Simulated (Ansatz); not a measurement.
# C₃H₃F₂InO₂: how energies converge with the basis set

How large a basis does C₃H₃F₂InO₂ need? Two functionals are run in growing sets.

The runs use Ansatz 0.2.0, Gaussian basis; one geometry, several basis sets.

Plan: PBE0-D4/def2-SVP; ωB97M-V/def2-SVP; PBE0-D4/def2-QZVPP; ωB97M-V/def2-QZVPP; the functionals' def2-TZVPP values are taken from earlier runs.

### 1 The relaxed structure

All runs share one geometry, relaxed beforehand with PBE0-D4 in a triple-zeta def2 set. In takes the def2 core potential; no spin-orbit term is included.

SMILES `[F][In-]1([F])[O]C=CC=[O+]1`, 11 atoms, charge 0, spin multiplicity 1.

Atoms are counted from 1 here; the program's logs count them from 0.

Bond lengths: F1–In2 1.932 Å, In2–F3 1.932 Å, In2–O4 2.098 Å, In2–O8 2.098 Å, O4–C5 1.266 Å, C5–C6 1.391 Å, C5–H9 1.096 Å, C6–C7 1.391 Å, C6–H10 1.082 Å, C7–O8 1.266 Å, C7–H11 1.096 Å. Angles: F1–In2–F3 121.2°, F1–In2–O4 110.2°, F1–In2–O8 110.2°, F3–In2–O4 110.3°, F3–In2–O8 110.3°, O4–In2–O8 90.3°, In2–O4–C5 123.5°, O4–C5–C6 128.4°, O4–C5–H9 114.7°, C6–C5–H9 116.9°, C5–C6–C7 125.9°, C5–C6–H10 117.0°, C7–C6–H10 117.0°, C6–C7–O8 128.4°, C6–C7–H11 116.9°, O8–C7–H11 114.7°, In2–O8–C7 123.5°.

Coordinates:

```xyz
11
charge 0, multiplicity 1
F    -0.94656   -2.14462    2.34867
In    0.46157   -1.20286    1.41988
F     2.31696   -1.44997    1.89796
O     0.00813    0.84234    1.29877
C    -0.27194    1.43276    0.21460
C    -0.33814    0.89837   -1.06790
C    -0.10068   -0.42821   -1.41227
O     0.21386   -1.39273   -0.65515
H    -0.48714    2.50253    0.31868
H    -0.59732    1.57587   -1.87018
H    -0.19334   -0.69038   -2.47256
```

### 2 PBE0-D4 in def2-SVP

Input file in.yaml:

```yaml
crystal:
  periodic: [false, false, false]
  atoms:
    - {symbol: F, position_ang: [-0.946562, -2.144617, 2.348669]}
    - {symbol: In, position_ang: [0.461569, -1.202864, 1.419884]}
    - {symbol: F, position_ang: [2.316956, -1.449972, 1.897962]}
    - {symbol: O, position_ang: [0.008133, 0.842343, 1.298773]}
    - {symbol: C, position_ang: [-0.271943, 1.432763, 0.214603]}
    - {symbol: C, position_ang: [-0.338138, 0.898367, -1.067904]}
    - {symbol: C, position_ang: [-0.100680, -0.428212, -1.412271]}
    - {symbol: O, position_ang: [0.213864, -1.392728, -0.655151]}
    - {symbol: H, position_ang: [-0.487137, 2.502529, 0.318677]}
    - {symbol: H, position_ang: [-0.597320, 1.575869, -1.870179]}
    - {symbol: H, position_ang: [-0.193343, -0.690377, -2.472565]}
basis:
  gaussian: {orbitals: def2-SVP}
hamiltonian: {xc: pbe0, dispersion: d4}
output: {orbitals: {seedname: orbitals}}
```

Launch:

```
ansatz run in.yaml --threads 4 --pin off --events-out ev --progress --plain --max-ram 11315MiB
```

The runs that follow: ωB97M-V in def2-SVP; PBE0-D4 in def2-QZVPP; ωB97M-V in def2-QZVPP.

Q: Predict the results of all the runs planned. Wanted: PBE0-D4: double and triple zeta above quadruple; ωB97M-V: double and triple zeta above quadruple.

**Answer**, as computed:

| quantity | value |
| --- | --- |
| PBE0-D4: double and triple zeta above quadruple | 16.27, 0.77 eV |
| ωB97M-V: double and triple zeta above quadruple | 16.59, 0.71 eV |

PBE0-D4 gains 15.50 eV from double to triple zeta, then 0.77 eV more. Total energies overstate the basis error of differences, where much of it tends to cancel.
